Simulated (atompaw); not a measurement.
# A PAW (atompaw) potential for silver, from input to tests

Do these settings give a usable potential? It is generated, then checked for scattering, ghosts and hardness.

Program: atompaw 4.2.0.5. Reference atom: PBE, scalar-relativistic, spherical and spin-unpolarised. All values are calculated.

### Step 1. The design

Typed settings, in words:

| Item | Value |
| --- | --- |
| element | silver (Ag, Z = 47) |
| type | PAW |
| frozen core | [Kr] |
| valence charge | 11 |
| reference configuration | 4d10 5s0.5 5p0 (charge +0.5) |
| partial waves | 5s (bound): rc 2.70 bohr; 5s channel at 0.25 Ry: rc 2.55 bohr; 5p (bound, empty): rc 2.70 bohr; 5p channel at 0.5 Ry: rc 2.70 bohr; 4d (bound): rc 2.70 bohr; 4d channel at 2.55 Ry: rc 2.70 bohr |
| local potential | vpsmatchnc scheme with l = 3 at 1 Ry, radius 1.80 bohr |
| core correction | smooth core density matched at 1.60 bohr |
| augmentation charge | besselshape compensation charge, radius 2.15 bohr; PAW radius 2.70 bohr; waves and projectors: custom polynom gramschmidtortho |

An earlier all-electron run gives the scale for the radii.

All-electron outer shells of the reference configuration (PBE, scalar-relativistic, ld1.x):

| shell | level (eV) | outermost node (bohr) | outermost maximum (bohr) |
| --- | --- | --- | --- |
| 4s | -98.98 | 0.44 | 0.82 |
| 4p | -62.51 | 0.44 | 0.88 |
| 4d | -11.37 | 0.43 | 1.04 |
| 5s | -7.71 | 1.11 | 2.43 |
| 5p | -3.34 | 1.25 | 3.36 |

### Step 2. Generating the potential

Contents of Ag.input:

```
Ag 47
GGA-PBE scalarrelativistic loggrid 1500 logderivrange -3 5 201
5 5 4 0 0 0
5 0 0.5
5 1 0
0 0 0
c
c
c
c
v
c
c
c
v
c
v
2
2.70 2.15 1.80 1.60
y
0.25
n
y
0.5
n
y
2.55
n
custom polynom gramschmidtortho besselshape
3 1 vpsmatchnc
2.70
2.55
2.70
2.70
2.70
2.70
PWSCFOUT
UPFDX 0.0125d0 UPFXMIN -7.d0 UPFZMESH 47.d0
END
```

Launch:

```
$ atompaw < Ag.input > Ag.log
```

Before running it: what results should come out? Wanted: cutoffs for 10 and 1 mRy, occupied levels; bound ghosts; largest phase difference near zero energy, channels read; lowest eigenvalue of the overlap; share of valence orbitals outside the PAW sphere; UPF file.

As calculated:

| quantity | value |
| --- | --- |
| cutoffs for 10 and 1 mRy, occupied levels | 18 Ry and 25 Ry |
| bound ghosts | s at -1315.45 eV, p at -156.93 eV |
| largest phase difference near zero energy, channels read | 0.004 rad |
| lowest eigenvalue of the overlap (Bessel basis) | 0.125 (s) |
| share of valence orbitals outside the PAW sphere | 5s 54 %, 5p 82 %, 4d 5 % |
| UPF file | written |

In words: It has a bound ghost (s, p), a state that the atom doesn't have, and that rules the file out. The potential is soft on the atom at that tolerance: the looser tolerance needs 18 Ry. The slowest occupied level is 4d: taken alone it needs 18 Ry to come within 1 mRy, against 8 Ry for 5s. Near zero energy the phases of the channels with partial waves agree within 0.004 rad. All of this concerns the isolated atom, not yet a solid.
